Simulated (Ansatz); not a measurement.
A run of Ansatz 0.2.0 is set up as follows.

File input.yaml:

```yaml
crystal:
  lattice:
    - [0.0, 2.6528496, 2.6528496]
    - [2.6528496, 0.0, 2.6528496]
    - [2.6528496, 2.6528496, 0.0]
  atoms:
    - { symbol: Yb, position: [0.0, 0.0, 0.0], spin: 0.95, spin_axis: [-0.863952, 0.220986, 0.452496] }
    - { symbol: "N", position: [0.25, 0.25, 0.25] }
kpoints:
  mp_grid: { grid: [6, 6, 6] }
scf:
  occupations: { method: gaussian, width: 0.05 }
hamiltonian:
  xc: pbe
  pseudopotentials: { kind: all_electron, lapw: { basis_error: 0.001 } }
  hubbard:
    sites: [{ species: Yb, l: f, u_eff: 8 }]
    double_counting: fll
    projectors: ortho-atomic
magnetization:
  noncollinear: true
output:
  forces: true
  stress: true
  eigenvalues: true
  hubbard: {}
```

Potentials or basis: all-electron LAPW, scalar-relativistic.

The run is started by

```console
$ ansatz run input.yaml --threads 2 --pin off --max-ram 6144MiB --backend cpu --events-out ev --progress --plain --runs-dir out
```

(1) What does it give for the net moment?

(2) What does it give for the pressure?

## Answers

(1) 1.00 μB per cell.

(2) -8.5 GPa.

Caveat: the magnetic state may not be the lowest; an open f shell can end in a state above the lowest; spin-orbit coupling is left out, which moves the levels of the heavy elements.
